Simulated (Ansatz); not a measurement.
**GaBAs2: the band gap up the ladder of functionals**

An exercise on one series of results from a longer session: the logs are not shown, and one member is left open.

Code: Ansatz 0.2.0. PAW datasets, plane waves. No spin polarisation. The prototype was imposed, so other structures may be more stable.

## The system as given

The cell was relaxed beforehand with r2SCAN.

It is tetragonal, I-42d (No. 122); conventional cell a = 5.270 Å, c = 10.212 Å, 17.72 Å³ an atom. Near B stand 4 As at 2.11 Å; near As stand 2 B at 2.11 Å and 2 Ga at 2.43 Å; near Ga stand 4 As at 2.43 Å.

Coordinates:

```cif
data_structure
_symmetry_space_group_name_H-M 'P 1'
_symmetry_Int_Tables_number 1
_cell_length_a 6.3210
_cell_length_b 6.3210
_cell_length_c 6.3210
_cell_angle_alpha 130.728
_cell_angle_beta 130.728
_cell_angle_gamma 72.246
_cell_volume 141.80
loop_
_atom_site_label
_atom_site_type_symbol
_atom_site_fract_x
_atom_site_fract_y
_atom_site_fract_z
_atom_site_occupancy
B1 B 0.00000 0.00000 0.00000 1
As1 As 0.37500 0.32335 0.44835 1
B2 B 0.75000 0.25000 0.50000 1
As2 As 0.07335 0.62500 0.94835 1
Ga1 Ga 0.50000 0.50000 0.00000 1
As3 As 0.87500 0.92665 0.55165 1
Ga2 Ga 0.25000 0.75000 0.50000 1
As4 As 0.67665 0.12500 0.05165 1
```

The first run:

Input file input.yaml:

```yaml
crystal:
  lattice:
    - [-2.6349550274, 2.6349550274, 5.1058354695]
    - [2.6349550274, -2.6349550274, 5.1058354695]
    - [2.6349550274, 2.6349550274, -5.1058354695]
  atoms:
    - { symbol: B, position: [0.0, 0.0, 0.0] }
    - { symbol: As, position: [0.375, 0.3233544014, 0.4483544014] }
    - { symbol: B, position: [0.75, 0.25, 0.5] }
    - { symbol: As, position: [0.0733544014, 0.625, -0.0516455986] }
    - { symbol: Ga, position: [0.5, 0.5, 0.0] }
    - { symbol: As, position: [0.875, 0.9266455986, 0.5516455986] }
    - { symbol: Ga, position: [0.25, 0.75, 0.5] }
    - { symbol: As, position: [0.6766455986, 0.125, 0.0516455986] }
kpoints:
  mp_grid: { grid: [8, 8, 8] }
  band_path:
    path:
      - [[0.0, 0.0, 0.0], [-1.764093607006e-17, 1.764093607006e-17, 0.5], [0.25, 0.25, 0.25], [4.989838810387e-17, 0.5, -4.989838810387e-17], [0.0, 0.0, 0.0], [0.5, 0.5, -0.5], [0.3165813798157, 0.6834186201843, -0.3165813798157]]
      - [[-0.3165813798157, 0.3165813798157, 0.3165813798157], [0.0, 0.0, 0.0]]
      - [[-1.764093607006e-17, 1.764093607006e-17, 0.5], [-0.1331627596314, 0.1331627596314, 0.5]]
      - [[0.5, 0.5, -0.1331627596314], [0.5, 0.5, -0.5]]
    npoints: 10
hamiltonian:
  xc: pbe
scf:
  occupations: { method: fermi_dirac, width: 0.02 }
  n_extra_bands: 6
output:
  forces: true
  stress: true
  eigenvalues: true
```

The run is started by

```console
> ansatz run input.yaml --threads 4 --pin off --max-ram 6451MiB --backend cpu --events-out ev --progress --plain --runs-dir out
```

Steps of the session up to this table: Band structure with PBE; r2SCAN at the same geometry; HSE06; PBE+SOC at the same geometry; PBE0.

One of the session's tables, all rows but one given; the rest of the session is left out.

| level | gap (eV) |
| --- | --- |
| PBE | 0.88 |
| r2SCAN | 1.12 |
| HSE06 | ? |
| PBE+SOC | 0.79 |
| PBE0 | 2.14 |

**Question.** Estimate the row for HSE06.

As computed: gap (eV): 1.49. In the column «gap (eV)» it lies between r2SCAN (1.12) and PBE0 (2.14).

Meshes: PBE 8×8×8, r2SCAN 8×8×8, HSE06 4×4×4, PBE+SOC 8×8×8, PBE0 4×4×4

In words: The gap runs from 0.79 eV (PBE+SOC) to 2.14 eV (PBE0). PBE reaches 59 % of the HSE06 value, and r2SCAN 75 %. PBE0 lies 0.64 eV above HSE06, which differs from it by screening the long-range exchange.

To keep in mind: Warnings in the runs' records: stress scf threshold loose, stress exchange threshold loose.
